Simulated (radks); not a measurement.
# Ca in [Ne] 3s1 3p6 4s2 4f1: an all-electron calculation

The task here is to estimate one member of a computed series from the others.

Method: Dirac Kohn-Sham, B86b exchange with PBE correlation, spin-unpolarised, spherical densities, point nucleus; open shells are shared between the two j in proportion to 2j + 1. Code: radks (a radial shooting solver on a logarithmic mesh, Libxc functionals) version 1.

## The system

| Property | Result |
| --- | --- |
| element | calcium (Z = 20) |
| charge | 0 |
| electrons | 20 |
| configuration | [Ne] 3s1 3p6 4s2 4f1 |

Outer shells as boxes (Hund's rule):

Ca
```
[Ne] core
3s [↑ ]
3p [↑↓][↑↓][↑↓]
4s [↑↓]
4f [↑ ][  ][  ][  ][  ][  ][  ]
```

Set-up of the first run:

Input:

```text
Z 20
configuration [Ne] 3s1 3p6 4s2 4f1 3d0 4p0 5s0 5f0
relativity Dirac
functional b86_mgc,pbe
spin unpolarised
j_filling average
nucleus point
c 137.035999084
```

Among the steps run: Self-consistent calculation.

One of the session's tables, all rows but one given; the rest of the session is left out.

It belongs to the step «Orbitals and density». Sizes of the orbitals, from the radial functions (bohr):

| level | <r> | outermost maximum (interpolated) | 90 % within | nodes |
| --- | --- | --- | --- | --- |
| 1s1/2 | 0.07683 | 0.0503 | 0.137 | 0 |
| 2s1/2 | 0.3639 | 0.300 | 0.567 | 1 |
| 2p1/2 | 0.3257 | 0.245 | 0.538 | 0 |
| 2p3/2 | ? | ? | ? | ? |
| 3s1/2 | 1.128 | 0.982 | 1.68 | 2 |
| 3p1/2 | 1.213 | 1.02 | 1.86 | 1 |
| 3p3/2 | 1.220 | 1.03 | 1.87 | 1 |
| 3d3/2 | 1.575 | 1.12 | 2.65 | 0 |
| 3d5/2 | 1.577 | 1.12 | 2.66 | 0 |
| 4s1/2 | 3.275 | 2.90 | 4.78 | 3 |
| 4p1/2 | 3.904 | 3.40 | 5.76 | 2 |
| 4p3/2 | 3.920 | 3.42 | 5.78 | 2 |
| 5s1/2 | 9.001 | 7.56 | 13.3 | 4 |
| 4f5/2 | 16.87 | 16.2 | 23.4 | 0 |
| 4f7/2 | 16.87 | 16.2 | 23.4 | 0 |

Estimate the missing values for 2p3/2.

The run gave: <r>: 0.3283; outermost maximum (interpolated): 0.247; 90 % within: 0.541; nodes: 0. In the column «<r>» it lies between 2p1/2 (0.3257) and 2s1/2 (0.3639).
